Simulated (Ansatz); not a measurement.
**CH6BClSi: up Jacob's ladder to CCSD(T)**

How much do the methods differ for CH6BClSi? The plan is to run it at one geometry with functionals of several rungs and with coupled cluster, and see how far each lands from CCSD(T) at the basis-set limit for the atomisation energy.

Computed with Ansatz 0.2.0, Gaussian basis. Level: functionals in def2-TZVPP, the program's frozen cores in correlated methods.

Plan: LDA (SPW92), PBE-D4, revPBE-D4, BLYP-D4, r2SCAN-D4, B97M-V, PBE0-D4, B3LYP-D4, r2SCANh-D4, r2SCAN0-D4, HSE06-D4, BHLYP-D4, CAM-B3LYP-D4, LC-ωPBE, ωB97X-V, ωB97M-V, B2PLYP, PBE-QIDH; CCSD(T)/def2-SVP; CCSD(T)/def2-TZVPP; MP2/def2-QZVPP; extrapolation to the limit; RPA on PBE.

## 1. The geometry

An earlier PBE0-D4 in a triple-zeta def2 set relaxation fixed the geometry.

SMILES `CB[SiH2]Cl`, 10 atoms, charge 0, spin multiplicity 1.

Atoms are counted from 1 here; the program's logs count them from 0.

Bond lengths: C1–B2 1.551 Å, C1–H5 1.092 Å, C1–H6 1.105 Å, C1–H7 1.093 Å, B2–Si3 2.014 Å, B2–H8 1.198 Å, Si3–Cl4 2.067 Å, Si3–H9 1.491 Å, Si3–H10 1.489 Å. Angles: B2–C1–H5 116.8°, B2–C1–H6 103.4°, B2–C1–H7 113.8°, H5–C1–H6 106.5°, H5–C1–H7 110.1°, H6–C1–H7 105.0°, C1–B2–Si3 120.7°, C1–B2–H8 119.2°, Si3–B2–H8 120.1°, B2–Si3–Cl4 113.5°, B2–Si3–H9 109.4°, B2–Si3–H10 111.8°, Cl4–Si3–H9 107.3°, Cl4–Si3–H10 107.1°, H9–Si3–H10 107.5°.

As a file:

```xyz
10

C    -1.4088    0.7114   -0.0393
B    -0.4682   -0.5070   -0.2294
Si    1.4870   -0.3784    0.2364
Cl    2.6126   -1.9540   -0.4870
H    -1.0447    1.5200    0.5970
H    -1.4975    1.1287   -1.0583
H    -2.4287    0.4401    0.2455
H    -0.9103   -1.5201   -0.6915
H     1.6433   -0.3650    1.7186
H     2.0984    0.8732   -0.2891
```

## 2. LDA

This LDA is Slater exchange with PW92 correlation.

Input file in.yaml:

```yaml
crystal:
  periodic: [false, false, false]
  atoms:
    - {symbol: C, position_ang: [-1.408847, 0.711366, -0.039345]}
    - {symbol: B, position_ang: [-0.468218, -0.507022, -0.229398]}
    - {symbol: Si, position_ang: [1.486989, -0.378382, 0.236392]}
    - {symbol: Cl, position_ang: [2.612559, -1.954019, -0.487014]}
    - {symbol: H, position_ang: [-1.044720, 1.520045, 0.596968]}
    - {symbol: H, position_ang: [-1.497472, 1.128703, -1.058324]}
    - {symbol: H, position_ang: [-2.428702, 0.440116, 0.245537]}
    - {symbol: H, position_ang: [-0.910328, -1.520116, -0.691537]}
    - {symbol: H, position_ang: [1.643323, -0.365040, 1.718615]}
    - {symbol: H, position_ang: [2.098416, 0.873249, -0.289094]}
basis:
  gaussian: {orbitals: def2-TZVPP}
hamiltonian: {xc: lda}
output: {orbitals: {seedname: orbitals}}
```

Run with:

```console
$ ansatz run in.yaml --threads 2 --pin off --events-out ev --progress --plain --max-ram 4352MiB
```

After this run come: PBE-D4 (GGA); revPBE-D4 (GGA); BLYP-D4 (GGA); r2SCAN-D4 (meta-GGA); B97M-V (meta-GGA); B3LYP-D4 (hybrid); r2SCANh-D4 (hybrid); r2SCAN0-D4 (hybrid); HSE06-D4 (hybrid); BHLYP-D4 (hybrid); CAM-B3LYP-D4 (range-separated); LC-ωPBE (range-separated); ωB97X-V (range-separated); ωB97M-V (range-separated); B2PLYP (double hybrid); PBE-QIDH (double hybrid); CCSD(T) in def2-SVP; CCSD(T) in def2-TZVPP; MP2 in def2-QZVPP; RPA on PBE orbitals.

Before running them: what should the planned runs give, taken together? Wanted: atomisation energy, CCSD(T)/CBS; farthest beyond LDA; mean size of error, GGA; mean size of error, meta-GGA; mean size of error, hybrid; mean size of error, range-separated; mean size of error, double hybrid; gap, smallest and largest; T1 diagnostic.

**Answer**, as computed:

```
                               quantity                                                                   value
        atomisation energy, CCSD(T)/CBS                                                           3387.2 kJ/mol
 functionals within 16.9 kJ/mol (0.5 %)  PBE0-D4, B3LYP-D4, r2SCANh-D4, r2SCAN0-D4, HSE06-D4, LC-ωPBE, PBE-QIDH
                    farthest beyond LDA                                                   B97M-V (+40.2 kJ/mol)
                mean size of error, GGA                                                             29.3 kJ/mol
           mean size of error, meta-GGA                                                             33.7 kJ/mol
             mean size of error, hybrid                                                             15.4 kJ/mol
    mean size of error, range-separated                                                             19.0 kJ/mol
      mean size of error, double hybrid                                                             16.1 kJ/mol
              gap, smallest and largest                               3.39 eV (LDA (SPW92)), 10.77 eV (LC-ωPBE)
                          T1 diagnostic                                                                  0.0103
triples share of the correlation energy                                                                   3.7 %
```

What this shows: The LDA atomisation energy is off by 400.4 kJ/mol (12 %): it overbinds. PBE-D4 is off by +30.3 kJ/mol. Double hybrids carry the basis error of their MP2 part in triple zeta, and no dispersion term here, so their miss is partly the set-up's. The rungs hybrid, double hybrid miss on average by less than the doubt on the reference (16.9 kJ/mol), so they tie. The reference freezes the cores and leaves out relativity and excitations past (T), so misses under about 16.9 kJ/mol can't be ranked. Hartree-Fock recovers 78 % of the binding; the rest is correlation. CCSD(T) in def2-SVP is off by -178.3 kJ/mol, more than most functionals: a good method in a small basis is no reference. The gap grows from 3.4 to 10.8 eV across the functionals, mostly with the share of exact exchange.
